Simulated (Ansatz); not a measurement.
TcN₂, space group Fm-3m: an equation of state with a fit, run with Ansatz 0.2.0, Python API.

The script, `tcn2.py`:
```python
'''Energy against volume for TcN2, with a fit.'''

import logging
import sys

import ansatz
import numpy as np
from pymatgen.analysis.eos import EOS

logging.basicConfig(stream=sys.stdout, format='[%(levelname)s] %(message)s')
log = logging.getLogger('run')
log.setLevel(logging.INFO)

SETTINGS = {
    'occupations': 'cold',
    'width_ev': 0.1,
    'xc': 'PBE',
    'ecut': 600,
    'kgrid': (8, 8, 8),
}

vectors0 = np.array([
    [0.0, 2.444549, 2.444549],
    [2.444549, 0.0, 2.444549],
    [2.444549, 2.444549, 0.0],
])
sites = [
    ('Tc', (0.0, 0.0, 0.0)),
    ('N', (0.75, 0.75, 0.75)),
    ('N', (0.25, 0.25, 0.25)),
]


def make_crystal(cell):
    crystal = ansatz.Crystal(lattice=ansatz.Lattice.of(cell))
    for symbol, position in sites:
        crystal = crystal.atom(symbol, position)
    return crystal

# scale the volume, keep shape and fractions
volumes, energies = [], []
for scale in np.linspace(0.95, 1.07, 5):
    cell = vectors0 * scale ** (1 / 3)
    base = (
        make_crystal(cell).calculation()
        .occupations(SETTINGS['occupations'], width=SETTINGS['width_ev'])
        .functional(SETTINGS['xc'])
        .basis(SETTINGS['ecut'])  # a bare number is in eV
        .kpoints(*SETTINGS['kgrid'])
    )
    r = base.run(threads=1, pin='off').report
    volumes.append(abs(np.linalg.det(cell)) / len(sites))
    energies.append(r['free_energy_ev'] / len(sites))
    log.info(f'V = {volumes[-1]:8.4f} A^3/atom  F = {energies[-1]:.5f} eV/atom')

for form in ['birch_murnaghan', 'vinet', 'pourier_tarantola']:
    fit = EOS(eos_name=form).fit(volumes, energies)
    log.info(f'{form:18s} V0 {fit.v0:8.4f} A^3/atom  B0 {fit.b0_GPa:7.1f} GPa  B1 {fit.b1:5.2f}')
```

Estimate the equilibrium volume and the bulk modulus.

A third-order Birch-Murnaghan fit through the 5 points has its minimum at 9.58 Å³ an atom, 1.7 % below the typed cell, with a bulk modulus of 302 GPa and dB/dP = 4.5. From that minimum the energy rises by 11.0 meV an atom on the compressed side and 60.2 meV on the expanded side.

The output:

```console
$ python tcn2.py
[INFO] V =   9.2519 A^3/atom  F = -2054.51621 eV/atom
[INFO] V =   9.5440 A^3/atom  F = -2054.52707 eV/atom
[INFO] V =   9.8362 A^3/atom  F = -2054.52079 eV/atom
[INFO] V =  10.1283 A^3/atom  F = -2054.50000 eV/atom
[INFO] V =  10.4205 A^3/atom  F = -2054.46696 eV/atom
[INFO] birch_murnaghan    V0   9.5752 A^3/atom  B0   302.0 GPa  B1  4.51
[INFO] vinet              V0   9.5753 A^3/atom  B0   302.0 GPa  B1  4.45
[INFO] pourier_tarantola  V0   9.5754 A^3/atom  B0   301.9 GPa  B1  4.38
```

Absolute energies stand on the zero of these potentials, so only differences at equal settings mean something. Spin is left out of this run. The mesh is modest for a metal, so energies can be off by several to tens of meV an atom and pressures by half a GPa or more; differences at equal mesh fare better. This cell is a computed structure, which may not be the phase found in nature. It ran for 5.5 s on 1 thread of Arm Neoverse V2, with other jobs on the host, peak memory 0.45 GiB.

(Lines on the test bed's own set-up are left out of the output.)
